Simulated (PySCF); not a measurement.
# ZrOCl2: structure of the singlet

The task is one start of a wider search on ZrOCl2: the singlet, from a T-shaped (ligand arrangement 1) start. It is relaxed, tested by its Hessian and followed downhill if it is a saddle.

The runs use PySCF 2.14.0; PBE0, basis Zr def2-SVP with ECP28, O def2-SVP, Cl def2-SVP, scalar-relativistic core potentials, no spin–orbit coupling, density fitting.

### 1 Starting geometry

4 atoms, charge 0, spin multiplicity 1.

Bond lengths: Zr1–O2 1.840 Å, Zr1–Cl3 2.530 Å, Zr1–Cl4 2.530 Å. Angles: O2–Zr1–Cl3 88.0°, O2–Zr1–Cl4 176.0°, Cl3–Zr1–Cl4 88.0°.

```xyz
4
charge 0 multiplicity 1
Zr    0.0000    0.0000    0.0000
O    -1.8389    0.0000    0.0642
Cl    0.0000    0.0000    2.5300
Cl    2.5285    0.0000    0.0883
```

### 2 Finding the electronic state

One driver script runs all steps and calls PySCF; scf.py shows how it sets up the SCF of each step. The optimiser is the driver's own. After this first run the driver tries any further starts and a stability analysis.

Input file scf.py:

```python
from pyscf import gto, scf, dft
mol = gto.M(atom='''
Zr     0.000000     0.000000     0.000000
O     -1.838900     0.000000     0.064200
Cl     0.000000     0.000000     2.530000
Cl     2.528500     0.000000     0.088300''',
    basis={'Zr': 'def2-SVP', 'O': 'def2-SVP', 'Cl': 'def2-SVP'},
    ecp={'Zr': 'def2-SVP'},
    charge=0, spin=0)
mf = dft.RKS(mol, xc='PBE0')
mf.grids.atom_grid = (50, 194)
aux = {'Zr': 'def2-universal-JKFIT', 'O': 'def2-universal-JKFIT', 'Cl': 'def2-universal-JKFIT'}
mf = mf.density_fit(auxbasis=aux)
mf.conv_tol = 1e-08
mf.diis_space = 10
mf.max_cycle = 60
mf.init_guess = 'minao'
mf.verbose = 4
mf.kernel()
```

Command:

```console
OMP_NUM_THREADS=2 python axn.py task.json out
```

Further steps of the session: T-shaped (ligand arrangement 1) start, singlet: relaxation; Hessian and properties.

Before running it: what results should come out? Wanted: minimum; geometry; wavenumbers; dipole moment; highest occupied, lowest empty level; polar-tensor charge of Zr1; zero-point energy; atomisation energy.

As calculated:

| quantity | value |
| --- | --- |
| minimum | singlet, C2v |
| geometry | Zr–Cl 2.386 Å (×2), Zr–O 1.725 Å; Cl–Zr–Cl 129.4°, Cl–Zr–O 115.3° (×2) |
| wavenumbers (cm⁻¹) | 41 (b1), 95 (a1), 193 (b2), 363 (a1), 432 (b2), 1002 (a1) |
| dipole moment | 1.27 D |
| highest occupied, lowest empty level | -9.06, -3.54 eV |
| polar-tensor charge of Zr1 | +2.24 e |
| zero-point energy | 12.7 kJ/mol |
| entropy at 298.15 K | 339.4 J/(mol K) |
| atomisation energy (no zero-point energy) | 1732 kJ/mol |

In words: The T-shaped (ligand arrangement 1) start (Cs) ends in a minimum of C2v symmetry. In the infrared the band at 1002 cm⁻¹ (a1, stretch) leads. Only this shape and spin were tried, so other structures or states may lie lower.
